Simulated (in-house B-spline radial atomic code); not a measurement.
**Cd: excited configurations**

Aim: the energies of several excited configurations of Cd above a reference configuration, each from its own self-consistent run.

Program: in-house B-spline radial atomic code version 1. Level of theory: scalar-relativistic (spin-free one-electron X2C) TPSSh, spin-polarised, spherical density, exact exchange averaged over the configuration, Fermi nucleus, basis-set limit. These are calculated values, not measurements, unless marked.

## 1. The system

```
element       : cadmium (Z = 48)
charge        : 0
electrons     : 48
configuration : [Kr] 4d10 5s2
Hamiltonian   : scalar-relativistic (X2C)
nucleus       : Fermi, rms radius 4.609 fm
```

Outer shells as boxes (Hund's rule):

[Kr] 4d10 5s2
```
[Kr] core
4d [↑↓][↑↓][↑↓][↑↓][↑↓]
5s [↑↓]
```

Where spins are not typed, each open shell is filled with up spins first.

Settings of the run:

```ini
Z = 48
electrons = 48.0
configuration = [Kr] 4d10 5s2
hamiltonian = x2c
method = tpssh
spin_polarised = True
nucleus = fermi
rms_radius = 4.6087
mass_number = 114
atomic_mass = 113.903364998
speed_of_light = 137.035999084
exact_exchange = averaged over the configuration
```

The reference is known from an earlier run: -5593.817648 hartree in all. Up to eight levels, counted from the top:

| orbital | occupation | energy (eV) | <r> (bohr) |
| --- | --- | --- | --- |
| 4s down | 1 | -108.93 | 0.8812 |
| 4s up | 1 | -108.93 | 0.8812 |
| 4p down | 3 | -69.300 | 0.9619 |
| 4p up | 3 | -69.300 | 0.9619 |
| 4d down | 5 | -12.618 | 1.286 |
| 4d up | 5 | -12.618 | 1.286 |
| 5s down | 1 | -5.855 | 2.906 |
| 5s up | 1 | -5.855 | 2.906 |

## 2. [Kr] 4d9 5s2 6d1

Settings of the run:

```ini
Z = 48
electrons = 48.0
configuration = [Kr] 4d9 5s2 6d1
hamiltonian = x2c
method = tpssh
spin_polarised = True
nucleus = fermi
rms_radius = 4.6087
mass_number = 114
atomic_mass = 113.903364998
speed_of_light = 137.035999084
exact_exchange = averaged over the configuration
```

Launch:

```bash
> python run_scf.py task.json out
```

One command runs all members of the session, one after another, from task.json.

## 3. Configuration [Ar] 3d9 4s2 4p6 4d10 5s2 6p1

Settings: those of step 2 with these lines changed.

```diff
@@ -2,3 +2,3 @@
 electrons = 48.0
-configuration = [Kr] 4d9 5s2 6d1
+configuration = [Ar] 3d9 4s2 4p6 4d10 5s2 6p1
 hamiltonian = x2c
```

## 4. Configuration [Kr] 4d9 5s2 5d1

Settings: those of step 3 with these lines changed.

```diff
@@ -2,3 +2,3 @@
 electrons = 48.0
-configuration = [Ar] 3d9 4s2 4p6 4d10 5s2 6p1
+configuration = [Kr] 4d9 5s2 5d1
 hamiltonian = x2c
```

## 5. [Ar] 3d9 4s2 4p6 4d10 5s2 6d1

Settings: those of step 4 with these lines changed.

```diff
@@ -2,3 +2,3 @@
 electrons = 48.0
-configuration = [Kr] 4d9 5s2 5d1
+configuration = [Ar] 3d9 4s2 4p6 4d10 5s2 6d1
 hamiltonian = x2c
```

## 6. Run with [Ar] 3d10 4s2 4p5 4d10 4f1 5s2

Settings: those of step 5 with these lines changed.

```diff
@@ -2,3 +2,3 @@
 electrons = 48.0
-configuration = [Ar] 3d9 4s2 4p6 4d10 5s2 6d1
+configuration = [Ar] 3d10 4s2 4p5 4d10 4f1 5s2
 hamiltonian = x2c
```

## 7. Run with [Kr] 4d9 5s2 5p1

Settings: those of step 6 with these lines changed.

```diff
@@ -2,3 +2,3 @@
 electrons = 48.0
-configuration = [Ar] 3d10 4s2 4p5 4d10 4f1 5s2
+configuration = [Kr] 4d9 5s2 5p1
 hamiltonian = x2c
```

How far above the reference does each configuration lie (order and size, in eV)?

As calculated:

| net move | configuration | 2|M_S|+1 | energy above the reference (eV) | largest <r> (bohr) |
| --- | --- | --- | --- | --- |
| 4d → 5p | [Kr] 4d9 5s2 5p1 | 3 | 12.317 | 3.68 |
| 4d → 5d | [Kr] 4d9 5s2 5d1 | 3 | 16.087 | 9.71 |
| 4d → 6d | [Kr] 4d9 5s2 6d1 | 3 | 16.703 | 18.4 |
| 4p → 4f | [Ar] 3d10 4s2 4p5 4d10 4f1 5s2 | 3 | 74.159 | 16.8 |
| 3d → 6p | [Ar] 3d9 4s2 4p6 4d10 5s2 6p1 | 3 | 409.81 | 10.1 |
| 3d → 6d | [Ar] 3d9 4s2 4p6 4d10 5s2 6d1 | 3 | 410.73 | 18.3 |

At the bottom stands 4d → 5p (12.317 eV), at the top 3d → 6d (410.73 eV). 6 of them lie more than 60 % above minus the reference's highest level (5.855 eV), in the range where a state can decay by emitting an electron. The reference has 2|M_S|+1 = 1; 6 of the configurations differ from it in spin. These are spherical averages at the typed spins, not spectroscopic levels.
